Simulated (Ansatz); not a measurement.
**CH₅FMoN₂O: how energies converge with the basis set**

An exercise on one series of results from a longer session: the logs are not shown, and one member is left open.

The runs use Ansatz 0.2.0, Gaussian basis; one geometry, several basis sets.

Levels to be run: PBE0-D4/def2-SVP; ωB97M-V/def2-SVP; PBE0-D4/def2-QZVPP; ωB97M-V/def2-QZVPP; the functionals' def2-TZVPP values are taken from earlier runs.

## The geometry

An earlier PBE0-D4 in a triple-zeta def2 set relaxation fixed the geometry. Mo takes the def2 core potential; no spin-orbit term is included.

SMILES `C[N]=[Mo]([NH2])(=[O])[F]`, 11 atoms, charge 0, spin multiplicity 1.

Atoms are counted from 1 here; the program's logs count them from 0.

Bond lengths: C1–N2 1.419 Å, C1–H7 1.095 Å, C1–H8 1.096 Å, C1–H9 1.095 Å, N2–Mo3 1.722 Å, Mo3–N4 1.928 Å, Mo3–O5 1.681 Å, Mo3–F6 1.870 Å, N4–H10 1.010 Å, N4–H11 1.008 Å. Angles: N2–C1–H7 109.6°, N2–C1–H8 111.7°, N2–C1–H9 110.1°, H7–C1–H8 108.6°, H7–C1–H9 107.7°, H8–C1–H9 109.0°, C1–N2–Mo3 151.9°, N2–Mo3–N4 104.8°, N2–Mo3–O5 109.5°, N2–Mo3–F6 109.0°, N4–Mo3–O5 110.2°, N4–Mo3–F6 111.8°, O5–Mo3–F6 111.2°, Mo3–N4–H10 121.7°, Mo3–N4–H11 125.1°, H10–N4–H11 111.4°.

Geometry (Å):

```
C    -1.4763   -1.0183    0.9697
N    -0.3035   -0.2885    0.6433
Mo    0.5086    1.0101   -0.1440
N     1.7970    0.1589   -1.2990
O    -0.5939    1.8925   -1.0566
F     1.3331    2.0845    1.1450
H    -1.3527   -2.0651    0.6726
H    -2.3600   -0.6133    0.4645
H    -1.6433   -0.9974    2.0514
H     2.1206    0.5993   -2.1485
H     2.0358   -0.8197   -1.2780
```

Set-up of the first run:

Contents of in.yaml:

```yaml
crystal:
  periodic: [false, false, false]
  atoms:
    - {symbol: C, position_ang: [-1.476275, -1.018292, 0.969747]}
    - {symbol: N, position_ang: [-0.303477, -0.288453, 0.643316]}
    - {symbol: Mo, position_ang: [0.508648, 1.010135, -0.144016]}
    - {symbol: N, position_ang: [1.796982, 0.158866, -1.298959]}
    - {symbol: O, position_ang: [-0.593943, 1.892526, -1.056596]}
    - {symbol: F, position_ang: [1.333057, 2.084494, 1.144962]}
    - {symbol: H, position_ang: [-1.352667, -2.065138, 0.672602]}
    - {symbol: H, position_ang: [-2.360024, -0.613304, 0.464510]}
    - {symbol: H, position_ang: [-1.643347, -0.997419, 2.051405]}
    - {symbol: H, position_ang: [2.120604, 0.599305, -2.148460]}
    - {symbol: H, position_ang: [2.035841, -0.819719, -1.278011]}
basis:
  gaussian: {orbitals: def2-SVP}
hamiltonian: {xc: pbe0, dispersion: d4}
output: {orbitals: {seedname: orbitals}}
```

Started as:

```bash
$ ansatz run in.yaml --threads 4 --pin off --events-out ev --progress --plain --max-ram 11315MiB
```

Among the steps run: PBE0-D4 in def2-SVP; ωB97M-V in def2-SVP; PBE0-D4 in def2-QZVPP; ωB97M-V in def2-QZVPP.

One table of the session follows, with a row left open; its other results are not shown here.

It belongs to the step «Density functionals: the series». 

```
functional       basis  HOMO (eV)
   PBE0-D4    def2-SVP      -7.59
   PBE0-D4  def2-TZVPP      -7.66
   PBE0-D4  def2-QZVPP      -7.68
   ωB97M-V    def2-SVP      -9.85
   ωB97M-V  def2-TZVPP      -9.92
   ωB97M-V  def2-QZVPP          ?
```

Estimate the missing values for ωB97M-V, def2-QZVPP.

The run gave: HOMO (eV): -9.95. In the column «HOMO (eV)» it is the lowest.
